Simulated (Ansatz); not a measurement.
# Rh: the cost of one run

Computed with Ansatz 0.2.0 (DFT LDA, scalar-relativistic, plane waves, PAW, unless a step's input says otherwise).

18 further runs of the same task are left out: 1 for a known fault of the program, 17 set aside as unsound or not needed. Runs told in other sessions of the task aren't counted.

## Step 1: Starting point

Symmetry: P6_3/mmc, No. 194, hexagonal system. The conventional cell has a = 2.657 Å, b = 2.657 Å, c = 8.667 Å, α = 90.00°, β = 90.00°, γ = 120.00°. Around Rh (site symmetry -3m) lie 12 Rh at 2.65 to 2.66 Å. Rh (site symmetry -6m2) has 12 Rh at 2.65 to 2.66 Å in its first shell of neighbours.

Structure file:

```
CELL_PARAMETERS angstrom
2.65726 0.00000 0.00000
-1.32863 2.30125 0.00000
0.00000 0.00000 8.66688
ATOMIC_POSITIONS crystal
Rh 0.00000 0.00000 0.00000
Rh 0.33333 0.66667 0.25000
Rh 0.00000 0.00000 0.50000
Rh 0.66667 0.33333 0.75000
```

It goes back to an entry of the Materials Project, which need not be the stable form.

This cell was relaxed beforehand with the same method: volume 13.25 Å³/atom, gap on the mesh none (metal).

## Step 2: What is varied

The energy is mapped over two homogeneous strains (x along [1 0 0], y along [1 2 0], z along [0 0 1] of the conventional cell).

The axes are (1) strain +e along x and -e along y: 7 values from −11.0 %; (2) strain +e along z and -e/2 along x and y: 7 values from −11.0 %.

Nothing else is relaxed (fractional coordinates fixed). Energies count from the relaxed crystal. Points are written as (first, second).

## Step 3: Point (−11.0 %, −11.0 %)

Contents of input.yaml:

```yaml
crystal:
  lattice:
    - [2.5111086539, 0.0, 0.0]
    - [-1.255554327, 2.6809594996, 0.0]
    - [0.0, 0.0, 7.7135244811]
  atoms:
    - { symbol: Rh, position: [0.0, 0.0, 0.0] }
    - { symbol: Rh, position: [0.3333333333, 0.6666666667, 0.25] }
    - { symbol: Rh, position: [0.0, 0.0, 0.5] }
    - { symbol: Rh, position: [0.6666666667, 0.3333333333, 0.75] }
basis:
  ecutwfc: 420
kpoints:
  mp_grid: { grid: [18, 18, 6] }
hamiltonian:
  xc: lda
  pseudopotentials: { kind: paw, azcp: { folder: soft_1 } }
scf:
  occupations: { method: gaussian, width: 0.15 }
output:
  forces: true
  stress: true
  eigenvalues: true
```

Command:

```sh
$ ansatz run input.yaml --threads 2 --pin off --max-ram 4096MiB --backend cpu --events-out ev --progress --plain --runs-dir out
```

**Question.** How long does this run take on 2 threads of Arm Neoverse N1, shared host, and how much memory does it need?

About 34 s, with a peak of 0.71 GiB.
